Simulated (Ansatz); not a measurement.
# Ni, space group P6_3/mmc: cell relaxations under several functionals

With Ansatz 0.2.0 through its Python package.

Notebook, run cell by cell (the value of a cell's last expression is shown):

In [1]:
```python
import ansatz as az
import numpy as np
```

In [2]:
```python
config = {
    "occupations": "fermi_dirac",
    "scf_tol": 1e-09,
    "mesh": (15, 15, 8),
}
```

In [3]:
```python
def edges_and_angles(cell):
    cell = np.asarray(cell)
    a, b, c = np.linalg.norm(cell, axis=1)
    cosines = cell[1] @ cell[2] / (b * c), cell[0] @ cell[2] / (a * c), cell[0] @ cell[1] / (a * b)
    return (a, b, c, *np.degrees(np.arccos(cosines)))
```

In [4]:
```python
lattice = az.Lattice.of(
    [2.4480229, 0.0, 0.0],
    [-1.22401145, 2.12005002, 0.0],
    [0.0, 0.0, 4.07280757],
)
sites = [
    ("Ni", [1 / 3, 2 / 3, 0.25]),
    ("Ni", [2 / 3, 1 / 3, 0.75]),
]
xtal = az.Crystal(lattice=lattice)
for symbol, position in sites:
    xtal = xtal.atom(symbol, position)
xtal = xtal.moments(Ni=2.0)
```

In [5]:
```python
len(xtal.resolved().sites)
```
Out [5]:
```text
2
```

In [6]:
```python
base = (
    xtal.calculation()
    .occupations(config["occupations"], width=150 * az.meV)
    .spin("collinear")
    .scf(tolerance=config["scf_tol"])
    .kpoints(*config["mesh"])
    .relax(cell=True)
)

levels = [("pbesol", "none"), ("pbesol", "d3bj"), ("blyp", "d3bj")]
print("level            a       b       c    alpha   beta  gamma  V/atom  steps")
for name, dispersion in levels:
    seen = []
    run = base.functional(name, dispersion=dispersion).session().plan()
    done = run.execute(on_event=lambda e: seen.append(e) if e["event"] == "relax_step" else None)
    cell = done.lattice.cell_ang
    label = name if dispersion == "none" else f"{name}+{dispersion}"
    print("{:13s} {:7.4f} {:7.4f} {:7.4f} {:6.2f} {:6.2f} {:6.2f}".format(label, *edges_and_angles(cell)), f"{abs(np.linalg.det(cell)) / len(done.lattice.sites):7.3f} {len(seen):5d}")
```
```text
level            a       b       c    alpha   beta  gamma  V/atom  steps
DeckWarning: basis.ecutwfc = 420 eV, auto-derived from the records' recommended cutoffs: set by Ni (normal level)
DeckWarning: relax.cell: scf.convergence.dr2_threshold = 1e-9 eV is looser than the 2e-10 eV advised for a relaxation that steers and ends on the stress (1e-10 eV for each atom of the cell: 2). What an SCF threshold leaves in a stress goes as its square root, and in the free energy as the threshold itself, and one threshold admits the most on a small cell: of the crystals measured, under no [...]
pbesol         2.4520  2.4520  4.0135  90.00  90.00 120.00  10.449     5
pbesol+d3bj    2.4278  2.4278  3.9746  90.00  90.00 120.00  10.145     6
blyp+d3bj      2.4632  2.4632  4.0359  90.00  90.00 120.00  10.603     6
```

From smallest to largest: PBEsol+D3BJ (10.14 Å³ an atom, -4.0 % against the start), PBEsol (10.45 Å³ an atom, -1.1 % against the start) and BLYP+D3BJ (10.60 Å³ an atom, +0.3 % against the start). The spread is 4.5 % in volume.

What to keep in mind:
- The magnetic order follows from the starting moments and needn't be the lowest.
- Forces vanish by symmetry, so the ions can't move, and the end may be a saddle.
- BLYP and dispersion corrections can be off by several per cent in the lattices of metals, and by several GPa in the pressure at a fixed cell.
- This isn't the structure that Ni takes at ambient conditions.
- Warnings are shown shortened and without file and line.
- The whole script took 2.8 min on 1 thread of Arm Neoverse V1, on a shared host, peak memory 0.5 GiB.
